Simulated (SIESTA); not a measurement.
Here is a SIESTA 5.4.2 calculation.

The input LiLaO3.fdf:

```
SystemName                      LiLaO3
SystemLabel                     LiLaO3
NumberOfSpecies                 3
NumberOfAtoms                   5
%block ChemicalSpeciesLabel
  1  57 La
  2   8 O
  3   3 Li
%endblock ChemicalSpeciesLabel

LatticeConstant                 1.0 Ang
%block LatticeVectors
     3.8226320000     0.0000000000     0.0000000000
     0.0000000000     3.8226320000     0.0000000000
     0.0000000000     0.0000000000     3.8226320000
%endblock LatticeVectors
AtomicCoordinatesFormat         Fractional
%block AtomicCoordinatesAndAtomicSpecies
     0.0000000000     0.0000000000     0.0000000000  1  La
     0.0000000000     0.5000000000     0.5000000000  2  O
     0.5000000000     0.0000000000     0.5000000000  2  O
     0.5000000000     0.5000000000     0.0000000000  2  O
     0.5000000000     0.5000000000     0.5000000000  3  Li
%endblock AtomicCoordinatesAndAtomicSpecies

%block kgrid.MonkhorstPack
    7   0   0  0.0
    0   7   0  0.0
    0   0   7  0.0
%endblock kgrid.MonkhorstPack
XC.Functional                   GGA
XC.Authors                      PBEsol
PAO.BasisSize                   DZP
PAO.EnergyShift                 0.003 Ry
Mesh.Cutoff                     800 Ry
OccupationFunction              FD
ElectronicTemperature           0.05 eV
MaxSCFIterations                120
SCF.MustConverge                false
SCF.Mixer.Method                Pulay
SCF.Mixer.Weight                0.25
SCF.Mixer.History               8
SCF.DM.Tolerance                5.0e-05
SCF.H.Tolerance                 1.0e-03 eV
WriteForces                     true
Charge.Mulliken                 end
Charge.Hirshfeld                end
Charge.Voronoi                  end
SaveRho                         true
SaveElectrostaticPotential      true
%block PAO.PolarizationScheme
  Li non-perturbative
%endblock PAO.PolarizationScheme
%block PAO.Basis
  La 5
  n=5 0 2
    4.181 0.000
  n=6 0 2
    9.500 0.000
  n=5 1 2
    4.927 0.000
  n=6 1 1
    9.500
  n=5 2 2
    8.463 0.000
  Li 3
  n=1 0 2
    2.788 0.000
  n=2 0 2
    9.500 0.000
  n=2 1 1
    9.500
%endblock PAO.Basis
```

Potentials or basis: PseudoDojo 0.4 standard (PBEsol files), DZP (energy shift 0.003 Ry; two zetas on semicore shells).

Command:

```bash
$ siesta < LiLaO3.fdf > LiLaO3.out 2>&1
```

Estimate the Hirshfeld charges.

La +0.56; O -0.19; Li +0.02 e.

Estimate the Voronoi charges.

La +0.51; O -0.16; Li -0.03 e.

What does it give for the band gap on the k mesh?

None (metal or under the smearing width).

Caveat: the basis of atomic orbitals isn't converged, which shifts pressures, moduli and gaps. Spin-orbit coupling is left out, which matters for the levels of La.
